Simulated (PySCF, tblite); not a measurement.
# C₇H₉N: infrared bands and NMR shifts

Aim: predict the infrared bands and NMR shifts of C₇H₉N (`CNc1ccccc1`).

Computed with tblite 0.8.0 and PySCF 2.14.0, with density-fitted response routines of our own, on a single molecule in the gas phase. Atoms are numbered from 0 throughout.

**1. The starting structure**

17 atoms, charge 0, multiplicity 1; geometry from: GFN2-xTB.

Bonds of the start (Å): C0–N1 1.44, N1–C2 1.38, C2–C3 1.40, C3–C4 1.38, C4–C5 1.38, C5–C6 1.39, C6–C7 1.38, C7–C2 1.40, C0–H8 1.09, C0–H9 1.10, C0–H10 1.09, N1–H11 1.01, C3–H12 1.08, C4–H13 1.08, C5–H14 1.08, C6–H15 1.08, C7–H16 1.08.

**2. Vibrational analysis with GFN2-xTB**

Job settings and geometry (Å):

```
{"job": {"kind": "ir", "xc": "GFN2-xTB", "basis": "xTB"}, "charge": 0, "multiplicity": 1}
C      2.625140    -0.167596    -0.357083
N      1.593967     0.534463     0.364766
C      0.255758     0.243863     0.208085
C     -0.233315    -0.481213    -0.880255
C     -1.591875    -0.691132    -1.025977
C     -2.490612    -0.196239    -0.097615
C     -2.013700     0.521846     0.987692
C     -0.660926     0.740045     1.140975
H      3.594713     0.210830    -0.039586
H      2.597696    -1.252116    -0.189168
H      2.520175     0.020721    -1.426586
H      1.847880     0.822576     1.297582
H      0.446512    -0.882886    -1.615142
H     -1.951018    -1.254510    -1.875575
H     -3.549455    -0.370419    -0.215471
H     -2.702431     0.911617     1.723401
H     -0.295506     1.302181     1.990047
```

**Question.** This job is followed by: GIAO PBE0/pcSseg-1 NMR shielding, non-relativistic, gas phase. What will the session give for the following? strongest single infrared mode (GFN2-xTB); zero-point energy (GFN2-xTB); 13C shifts against TMS (PBE0/pcSseg-1, means over atoms taken as alike); 1H shifts against TMS (PBE0/pcSseg-1, means over atoms taken as alike); 15N shifts against NH3 (PBE0/pcSseg-1).

As calculated:

```
                                                               quantity                                 value
                              strongest single infrared mode (GFN2-xTB)                 1503 cm⁻¹, 156 km/mol
                                           zero-point energy (GFN2-xTB)                         88.5 kcal/mol
13C shifts against TMS (PBE0/pcSseg-1, means over atoms taken as alike)  153.7, 135.0, 121.5, 115.1, 31.9 ppm
 1H shifts against TMS (PBE0/pcSseg-1, means over atoms taken as alike)      7.45, 6.89, 6.64, 3.10, 2.94 ppm
                                 15N shifts against NH3 (PBE0/pcSseg-1)                              76.6 ppm
```

**Reading.** All 45 modes are real, so the xTB geometry is a minimum. GFN2-xTB is a fitted tight-binding method: band positions and strengths are rough. Its intensities can rank the bands wrongly. At PBE0/pcSseg-1: The largest span, 237 ppm, is at C4, C6, where the paramagnetic term is -201 ppm. NICS(1)zz of -26 ppm above the planar ring from C2 marks a diatropic (aromatic) ring current.
